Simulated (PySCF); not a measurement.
# [Ti2F]+: relaxation and vibrations of the singlet

The task is one start of a wider search on [Ti2F]+: the singlet, from a bent start. It is relaxed, tested by its Hessian and followed downhill if it is a saddle.

Program: PySCF 2.14.0. Level of theory: PBE0, basis F def2-TZVP, Ti def2-TZVP, no relativity, density fitting. These are calculated values, not measurements.

## (1) The starting structure

3 atoms, charge 1, spin multiplicity 1.

Bond lengths: F1–Ti2 1.960 Å, F1–Ti3 1.960 Å. Angles: Ti2–F1–Ti3 110.0°.

```xyz
3
charge 1 multiplicity 1
F     0.0000    0.0000   -0.9383
Ti    1.6055    0.0000    0.1859
Ti   -1.6055    0.0000    0.1859
```

## (2) Relaxing the singlet from the bent start

The steps below are one call of a driver around PySCF. For each, scf.py gives the equivalent set-up of the SCF; relaxations use the driver's own optimiser. Before each start the driver seeks the lowest SCF state from one or more starting densities and follows internal instabilities, so scf.py alone need not reach the same state.

The program finds C2v symmetry in the start, which this walk keeps. Threshold on the gradient: 0.0003 Eh/bohr, with a further test on the energy change.

scf.py reads:

```python
from pyscf import gto, scf, dft
mol = gto.M(atom='''
F      0.000000     0.000000    -0.938307
Ti     1.605500    -0.000000     0.185893
Ti    -1.605500     0.000000     0.185893''',
    basis={'F': 'def2-TZVP', 'Ti': 'def2-TZVP'},
    charge=1, spin=0)
mf = dft.RKS(mol, xc='PBE0')
mf.grids.atom_grid = (50, 194)
aux = {'F': 'def2-universal-JKFIT', 'Ti': 'def2-universal-JKFIT'}
mf = mf.density_fit(auxbasis=aux)
mf.kernel()
```

Steps of the walk:

```tsv
step	energy (Eh)	change (kJ/mol)	largest symmetric gradient (Eh/bohr)
0	-1797.919072	0.00	0.03014
1	-1797.923976	-12.88	0.02593
2	-1797.945125	-68.40	0.02571
3	-1797.994476	-197.97	0.02330
4	-1797.989079	-183.80	0.05590
5	-1797.995995	-201.96	0.00565
6	-1797.996063	-202.14	0.00213
7	-1797.996074	-202.17	0.00008
8	-1797.996074	-202.17	0.00000
```

The walk ran for 16 s (4 threads, shared host).

It settles in C2v symmetry, 202.2 kJ/mol below the start, after 8 steps: F–Ti 1.934 Å (×2), Ti–Ti 2.059 Å; F–Ti–Ti 57.8° (×2), Ti–F–Ti 64.3°.

## (3) Is it a minimum? Harmonic modes

The point is checked on the finer grid, and tightened if its gradient asks for it. The Hessian and the dipole derivatives come from central differences of analytic gradients, with steps of 0.01 bohr.

Edit scf.py of step 2 so:

```diff
@@ -3,3 +3,3 @@
-F      0.000000     0.000000    -0.938307
-Ti     1.605500    -0.000000     0.185893
-Ti    -1.605500     0.000000     0.185893''',
+F      0.000000    -0.000000    -1.365441
+Ti     1.029877    -0.000000     0.270220
+Ti    -1.029877     0.000000     0.270220''',
@@ -9 +9 @@
-mf.grids.atom_grid = (50, 194)
+mf.grids.atom_grid = (75, 302)
```

This SCF starts from the last density.

Log of the central SCF (cycles and frontier levels):

```text
init E= -1797.99624792294
  HOMO = -0.378098752974983  LUMO = -0.287310063966265  gap/eV = 2.47049
cycle= 1 E= -1797.99624792301  delta_E= -6.82e-11  |g|= 6.22e-06  |ddm|= 2.37e-05
  HOMO = -0.378099809311324  LUMO = -0.287311313588765  gap/eV = 2.47048
Extra cycle  E= -1797.99624792301  delta_E=    0  |g|= 1.44e-05  |ddm|= 1.9e-05
converged SCF energy = -1797.99624792301
```

The whole step took 20 s.

Geometry: C2v; F–Ti 1.933 Å (×2), Ti–Ti 2.060 Å; F–Ti–Ti 57.8° (×2), Ti–F–Ti 64.4°.

Modes, for the most abundant isotopes:

```
symmetry  ω (cm⁻¹)  IR (km/mol)  μ (u)
      b2       336          3.5  25.27
      a1       454         24.5  38.45
      a1       637         63.4  23.68
```

Every mode is real; the point is a minimum.

Properties at this point:

- Dipole moment about the centre of mass: 2.47 D
- Highest occupied level: -10.29 eV
- Lowest empty level: -7.82 eV
- Rotational constants: 0.3974, 0.1657, 0.117 cm⁻¹
- Zero-point energy: 8.5 kJ/mol
- Principal polarisabilities: 52.0, 54.2, 103.5 bohr³
- Principal traceless quadrupole moments about the centre of mass: -10.37, -5.35, 15.72 D Å
- Entropy at 298.15 K and 1 bar: 276.3 J/(mol K)
- Heat capacity Cp at 298.15 K: 49.6 J/(mol K)
- Enthalpy at 298.15 K above 0 K: 11.96 kJ/mol
- Rotational symmetry number: 2

Charges (e) and bond orders:

```json
{"atom": "F1", "Mulliken": "-0.47", "Löwdin": "-0.13", "polar tensor": "-0.44", "Mayer order to F1": "–"}
{"atom": "Ti2,3", "Mulliken": "0.74", "Löwdin": "0.56", "polar tensor": "0.72", "Mayer order to F1": "0.48"}
```

Outer orbital energies (eV). occupied: -44.07, -37.38, -17.95, -17.81, -17.46, -10.98, -10.63, -10.29; empty: -7.82, -7.11, -6.53, -6.50.

Mulliken populations on F1: s 3.98, p 5.49, d 0.01, f 0.00.

## (4) Would spin polarisation lower it?

At the lowest minimum the closed shell is tested against spin polarisation, on the (50, 194) grid. It is unstable: an open-shell solution lies lower. That solution was not followed to a minimum here.

## (5) Outcome

| quantity | value |
| --- | --- |
| minimum | singlet, C2v (closed shell, unstable towards spin polarisation) |
| geometry | F–Ti 1.933 Å (×2), Ti–Ti 2.060 Å; F–Ti–Ti 57.8° (×2), Ti–F–Ti 64.4° |
| wavenumbers (cm⁻¹) | 336 (b2), 454 (a1), 637 (a1) |
| dipole moment (centre of mass) | 2.47 D |
| highest occupied, lowest empty level | -10.29, -7.82 eV |
| polar-tensor charge of F1 | -0.44 e |
| zero-point energy | 8.5 kJ/mol |

**Reading.** The molecule stays C2v, as typed, and the end point is a minimum. In the infrared the band at 637 cm⁻¹ (a1) leads. Only this shape and spin were tried, so other structures or states may lie lower. The closed shell proved unstable towards spin polarisation, so a lower open-shell solution exists.

The search up to here took 66 s.
